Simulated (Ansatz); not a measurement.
# Co4C: the cost of one run

Method: DFT PBEsol, scalar-relativistic, plane waves, PAW, in Ansatz 0.2.0.

5 further runs of the same task are left out: 2 that didn't finish, 3 set aside as unsound or not needed.

## Step 1: The system as given

The structure is trigonal, space group P3m1 (No. 156). Conventional cell: a = 2.456 Å, b = 2.456 Å, c = 22.954 Å, α = 90.00°, β = 90.00°, γ = 120.00°. Co (site symmetry 3m) is surrounded by 9 Co at 2.44 to 2.46 Å. Co (site symmetry 3m) is surrounded by 12 Co at 2.44 to 2.48 Å. Around Co (site symmetry 3m) lie 12 Co at 2.39 to 2.48 Å. Around Co (site symmetry 3m) lie 9 Co at 2.39 to 2.46 Å.

Coordinates:

```cif
data_structure
_symmetry_space_group_name_H-M 'P3m1'
_symmetry_Int_Tables_number 156
_cell_length_a 2.4564
_cell_length_b 2.4564
_cell_length_c 22.9541
_cell_angle_alpha 90.000
_cell_angle_beta 90.000
_cell_angle_gamma 120.000
_cell_volume 119.95
loop_
_atom_site_label
_atom_site_type_symbol
_atom_site_symmetry_multiplicity
_atom_site_Wyckoff_symbol
_atom_site_fract_x
_atom_site_fract_y
_atom_site_fract_z
_atom_site_occupancy
Co1 Co 1 c 0.66667 0.33333 0.37030 1
Co2 Co 1 b 0.33333 0.66667 0.45677 1
Co3 Co 1 c 0.66667 0.33333 0.54528 1
Co4 Co 1 b 0.33333 0.66667 0.62896 1
```

Miller indices refer to the conventional cell of the relaxed bulk, P6_3/mmc (No. 194): a = 2.456 Å, b = 2.456 Å, c = 3.969 Å, α = 90.00°, β = 90.00°, γ = 120.00°.

It is a (001) slab, 6.0 Å thick as cut, with 17 Å of vacuum; its outer planes are Co (top) and Co (bottom). An earlier relaxation, lower half held, gave -20370.2965 eV, work function 5.12 eV (top face), 5.16 eV (bottom face).

## Step 2: C put at a top (Co) site

input.yaml reads:

```yaml
crystal:
  lattice:
    - [2.4564222732, 0.0, 0.0]
    - [-1.2282111366, 2.127324091, 0.0]
    - [0.0, 0.0, 24.9541203316]
  atoms:
    - { symbol: Co, position: [0.6666666667, 0.3333333333, 0.3406251107], spin: 1.94 }
    - { symbol: Co, position: [0.3333333333, 0.6666666667, 0.4201593419], spin: 1.89 }
    - { symbol: Co, position: [0.6666666667, 0.3333333333, 0.5015769988], spin: 1.88 }
    - { symbol: Co, position: [0.3333333333, 0.6666666667, 0.578555267], spin: 1.92 }
    - { symbol: C, position: [0.3333333333, 0.6666666667, 0.6595038227], spin: 2.0 }
basis:
  ecutwfc: 420
kpoints:
  mp_grid: { grid: [12, 12, 1] }
hamiltonian:
  xc: pbesol
scf:
  occupations: { method: gaussian, width: 0.1 }
output:
  forces: true
  eigenvalues: true
  populations: true
  write_density: true
  write_potential: true
  elf: true
  volumetric_format: npy
magnetization:
  spin_polarized: true
relax:
  adjacent_minimum: "off"
  f_tol: 0.03
  max_steps: 70
  constraints: [{ sites: [0, 1] }]
efield:
  axis: 3
  dipole_correction: true
  ramp_width: 0.04
```

On the command line:

```bash
$ ansatz run input.yaml --threads 2 --pin off --max-ram 5120MiB --backend cpu --events-out ev --progress --plain --runs-dir out
```

Q: Estimate wall time and peak memory on 2 threads of AMD EPYC 9R45 (Zen 5), shared host.

About 30 s, with a peak of 0.61 GiB.
